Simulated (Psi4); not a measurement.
**B2PLYP/def2-SVP (core potential, density fitting for correlation) run of MoH2O4 (molybdic acid)**

What is the vertical singlet–triplet gap of MoH2O4 (molybdic acid) at B2PLYP/def2-SVP (core potential, density fitting for correlation)? Input form: a Python script.

The results are computed with Psi4 1.11.

## (1) The structure to begin with

MoH2O4 has 7 atoms, charge 0, and is taken as a singlet. As SMILES, `[O]=[Mo](=[O])([OH])[OH]`. Geometry: relaxed at PBE0-D4/def2-TZVP. This is one conformer, not always the lowest.

Bond lengths: O1–Mo2 1.675 Å, Mo2–O3 1.675 Å, Mo2–O4 1.869 Å, Mo2–O5 1.869 Å, O4–H6 0.961 Å, O5–H7 0.961 Å. Angles: O1–Mo2–O3 109.2°, O1–Mo2–O4 108.8°, O1–Mo2–O5 110.0°, O3–Mo2–O4 110.0°, O3–Mo2–O5 108.8°, O4–Mo2–O5 110.1°, Mo2–O4–H6 123.2°, Mo2–O5–H7 123.3°.

## (2) A single-point energy at B2PLYP/def2-SVP (core potential, density fitting for correlation)

Input file h2moo4.py:

```python
import psi4

psi4.set_memory('2200 MB')
psi4.set_num_threads(1)
psi4.core.set_output_file('h2moo4.out', False)

molecule = psi4.geometry("""
0 1
O      0.052590    -1.899690    -0.237080
Mo     0.095070    -0.287340     0.216430
O      0.633380    -0.173900     1.799000
O     -1.628350     0.423020     0.074620
O      1.271080     0.657000    -0.888140
H     -2.030050     0.970480     0.754330
H      1.606280     0.310450    -1.719170
units angstrom
symmetry c1
""")

psi4.set_options({
    'basis': 'def2-SVP',
    'puream': True,
    'e_convergence': 1e-09,
    'd_convergence': 1e-08,
    'scf_type': 'pk',
    'dft_radial_points': 99,
    'dft_spherical_points': 590,
    'num_frozen_docc': 4,
})

e_tot, wfn = psi4.energy('b2plyp', molecule=molecule, return_wfn=True)
print(f'b2plyp energy: {e_tot:.10f} Eh')
```

The run is started by

```console
$ python h2moo4.py
```

h2moo4.out:

```text
[...]
    !!!  WARNING: ECP capability is in beta. Please check occupations closely.  !!!
[...]
  Running in c1 symmetry.
[...]
  Nuclear repulsion =  226.529775144928550
[...]
  Multiplicity = 1
[...]
  Nalpha       = 24
  Nbeta        = 24
[...]
    Number of basis functions: 97
[...]
   @RKS iter   1:  -368.47631324903591   -4.93031e-01   1.53661e-02 DIIS/ADIIS
[...]
   @RKS iter  16:  -369.42976809900938   -1.47793e-12   2.96407e-09 DIIS
[...]
    Orbital Energies [Eh]
    ---------------------
    Doubly Occupied:
       1A    -19.774169     2A    -19.774160     3A    -19.769338
       4A    -19.769336     5A     -2.935294     6A     -1.882824
       7A     -1.872066     8A     -1.860433     9A     -1.141753
      10A     -1.134748    11A     -1.057805    12A     -1.046313
      13A     -0.628673    14A     -0.624452    15A     -0.526837
      16A     -0.525124    17A     -0.512379    18A     -0.493232
      19A     -0.469251    20A     -0.433199    21A     -0.430554
      22A     -0.417797    23A     -0.409024    24A     -0.394263
[...]
  @RKS Final Energy:  -369.42976809900938
   => Energetics <=
    Nuclear Repulsion Energy =            226.5297751449285499
    One-Electron Energy =                -981.4167998033049116
    Two-Electron Energy =                 406.0181723731843135
    DFT Exchange-Correlation Energy =     -20.5609158138173278
    Empirical Dispersion Energy =           0.0000000000000000
    VV10 Nonlocal Energy =                  0.0000000000000000
    Total Energy =                       -369.4297680990093795
[...]
 Multipole Moments:
 ------------------------------------------------------------------------------------
     Multipole            Electronic (a.u.)      Nuclear  (a.u.)        Total (a.u.)
 ------------------------------------------------------------------------------------
 L = 1.  Multiply by 2.5417464519 to convert [e a0] to [Debye]
 Dipole X            :          0.8776718           -1.1409003           -0.2632285
 Dipole Y            :         -2.6520088            3.4477678            0.7957590
 Dipole Z            :          1.9973594           -2.5967996           -0.5994402
 Magnitude           :                                                    1.0304611
[...]
```

Standard output:

```text
b2plyp energy: -369.8503801790 Eh
```

Run time: 11 s. Hardware: 1 thread of Intel Xeon 6975P-C (Granite Rapids), shared host; peak memory 1.2 GiB.

## (3) The triplet

Input file h2moo4.xyz:

```xyz
7
H2MoO4
O      0.052590    -1.899690    -0.237080
Mo     0.095070    -0.287340     0.216430
O      0.633380    -0.173900     1.799000
O     -1.628350     0.423020     0.074620
O      1.271080     0.657000    -0.888140
H     -2.030050     0.970480     0.754330
H      1.606280     0.310450    -1.719170
```

Input file h2moo4.py:

```python
import psi4

psi4.set_memory('2200 MB')
psi4.set_num_threads(1)
psi4.set_output_file('run.log', False)

with open('h2moo4.xyz') as f:
    atoms = ''.join(f.readlines()[2:])
geom = psi4.geometry('0 3\n' + atoms + 'symmetry c1')

psi4.set_options({
    'basis': 'def2-SVP',
    'reference': 'uks',
    'puream': True,
    'e_convergence': 1e-09,
    'd_convergence': 1e-08,
    'scf_type': 'pk',
    'dft_radial_points': 99,
    'dft_spherical_points': 590,
    'num_frozen_docc': 4,
    'maxiter': 100,
})

e_tot, wfn = psi4.energy('b2plyp', return_wfn=True)
print('E =', round(e_tot, 9))
```

The run is started by

```console
$ python h2moo4.py
```

run.log:

```text
[...]
    !!!  WARNING: ECP capability is in beta. Please check occupations closely.  !!!
[...]
  Running in c1 symmetry.
[...]
  Nuclear repulsion =  226.529775144928550
[...]
  Multiplicity = 3
[...]
  Nalpha       = 25
  Nbeta        = 23
[...]
    Number of basis functions: 97
[...]
   @UKS iter   1:  -368.64650160259231   -6.63220e-01   1.24330e-02 ADIIS/DIIS
[...]
   @UKS iter  48:  -369.29741499309637   -4.03588e-11   7.43356e-09 DIIS
[...]
   @S^2 Observed:                2.099491420E+00
[...]
    Orbital Energies [Eh]
    ---------------------
    Alpha Occupied:
       1A    -19.804248     2A    -19.804243     3A    -19.746398
       4A    -19.746389     5A     -2.884120     6A     -1.850038
       7A     -1.821973     8A     -1.821796     9A     -1.124353
      10A     -1.107584    11A     -1.105820    12A     -1.103378
      13A     -0.609302    14A     -0.604269    15A     -0.572464
      16A     -0.536224    17A     -0.534467    18A     -0.500046
      19A     -0.499790    20A     -0.491442    21A     -0.446316
      22A     -0.432833    23A     -0.421481    24A     -0.401204
      25A     -0.239706
    Alpha Virtual:
[...]
  @UKS Final Energy:  -369.29741499309637
   => Energetics <=
    Nuclear Repulsion Energy =            226.5297751449285499
    One-Electron Energy =                -981.8859288727654757
    Two-Electron Energy =                 406.6780795317688444
    DFT Exchange-Correlation Energy =     -20.6193407970282720
    Empirical Dispersion Energy =           0.0000000000000000
    VV10 Nonlocal Energy =                  0.0000000000000000
    Total Energy =                       -369.2974149930963677
[...]
 Multipole Moments:
 ------------------------------------------------------------------------------------
     Multipole            Electronic (a.u.)      Nuclear  (a.u.)        Total (a.u.)
 ------------------------------------------------------------------------------------
 L = 1.  Multiply by 2.5417464519 to convert [e a0] to [Debye]
 Dipole X            :          1.0364076           -1.1409003           -0.1044927
 Dipole Y            :         -3.1317736            3.4477678            0.3159942
 Dipole Z            :          2.3587896           -2.5967996           -0.2380100
 Magnitude           :                                                    0.4091697
[...]
```

On the terminal:

```text
E = -369.669077584
```

It took 43 s on 1 thread of Intel Xeon 6975P-C (Granite Rapids), shared host; peak memory 1.2 GiB.

## (4) Outcome

At B2PLYP/def2-SVP (core potential, density fitting for correlation), 4 core orbitals frozen:

```
                                                         quantity          value
                                            singlet: total energy  -369.85038 Eh
                       singlet: HOMO energy (SCF part's orbitals)      -10.73 eV
                       singlet: LUMO energy (SCF part's orbitals)       -0.96 eV
                     singlet: HOMO–LUMO gap (SCF part's orbitals)        9.77 eV
                                            triplet: total energy  -369.66908 Eh
triplet: HOMO energy (SCF part's orbitals) (highest over α and β)       -6.52 eV
 triplet: LUMO energy (SCF part's orbitals) (lowest over α and β)       -4.12 eV
                                                    triplet: ⟨S²⟩          2.099
                 vertical energy of the triplet above the singlet       4.933 eV
```

**Reading.** At this shape the triplet lies 4.93 eV (114 kcal/mol) above the singlet.
